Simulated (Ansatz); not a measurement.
# C₂H₅BrSi: how energies converge with the basis set

One table from this session's results is given with a row withheld; the runs are named, their logs left out.

Program: Ansatz 0.2.0, Gaussian basis. Level of theory: one geometry, several basis sets. These are calculated values, not measurements.

The runs, in order: PBE0-D4/def2-SVP; ωB97M-V/def2-SVP; PBE0-D4/def2-QZVPP; ωB97M-V/def2-QZVPP; the functionals' def2-TZVPP values are taken from earlier runs.

## The geometry

The geometry comes from an earlier relaxation with PBE0-D4 in a triple-zeta def2 set; it is a stationary point, not always the lowest conformer.

SMILES `CC[Si]Br`, 9 atoms, charge 0, spin multiplicity 1.

Atoms are counted from 1 here; the program's logs count them from 0.

Bond lengths: C1–C2 1.518 Å, C1–H5 1.092 Å, C1–H6 1.093 Å, C1–H7 1.092 Å, C2–Si3 1.893 Å, C2–H8 1.104 Å, C2–H9 1.104 Å, Si3–Br4 2.262 Å. Angles: C2–C1–H5 111.2°, C2–C1–H6 111.5°, C2–C1–H7 111.2°, H5–C1–H6 107.9°, H5–C1–H7 106.9°, H6–C1–H7 107.9°, C1–C2–Si3 124.2°, C1–C2–H8 111.2°, C1–C2–H9 111.2°, Si3–C2–H8 102.6°, Si3–C2–H9 102.5°, H8–C2–H9 102.8°, C2–Si3–Br4 102.0°.

Set-up of the first run:

Input file in.yaml:

```yaml
crystal:
  periodic: [false, false, false]
  atoms:
    - {symbol: C, position_ang: [0.085148, 0.945053, -0.004187]}
    - {symbol: C, position_ang: [-0.334398, -0.397674, 0.566231]}
    - {symbol: Si, position_ang: [0.006286, -2.061614, -0.269122]}
    - {symbol: Br, position_ang: [1.086338, -1.428747, -2.153577]}
    - {symbol: H, position_ang: [-0.360495, 1.113697, -0.986263]}
    - {symbol: H, position_ang: [-0.215826, 1.769383, 0.647656]}
    - {symbol: H, position_ang: [1.167645, 0.998142, -0.134467]}
    - {symbol: H, position_ang: [0.077748, -0.548463, 1.578762]}
    - {symbol: H, position_ang: [-1.424047, -0.436077, 0.737866]}
basis:
  gaussian: {orbitals: def2-SVP}
hamiltonian: {xc: pbe0, dispersion: d4}
output: {orbitals: {seedname: orbitals}}
```

On the command line:

```sh
$ ansatz run in.yaml --threads 4 --pin off --events-out ev --progress --plain --max-ram 10444MiB
```

Steps of the session up to this table: PBE0-D4 in def2-SVP; ωB97M-V in def2-SVP; PBE0-D4 in def2-QZVPP; ωB97M-V in def2-QZVPP.

One of the session's tables, all rows but one given; the rest of the session is left out.

It belongs to the step «Density functionals: the series». 

```
functional       basis  HOMO (eV)  LUMO (eV)
   PBE0-D4    def2-SVP          ?          ?
   PBE0-D4  def2-TZVPP      -6.56      -2.48
   PBE0-D4  def2-QZVPP      -6.58      -2.50
   ωB97M-V    def2-SVP      -8.57      -0.43
   ωB97M-V  def2-TZVPP      -8.63      -0.52
   ωB97M-V  def2-QZVPP      -8.65      -0.57
```

Estimate the missing values for PBE0-D4, def2-SVP.

**Answer.** HOMO (eV): -6.52; LUMO (eV): -2.46. In the column «HOMO (eV)» it is the highest.
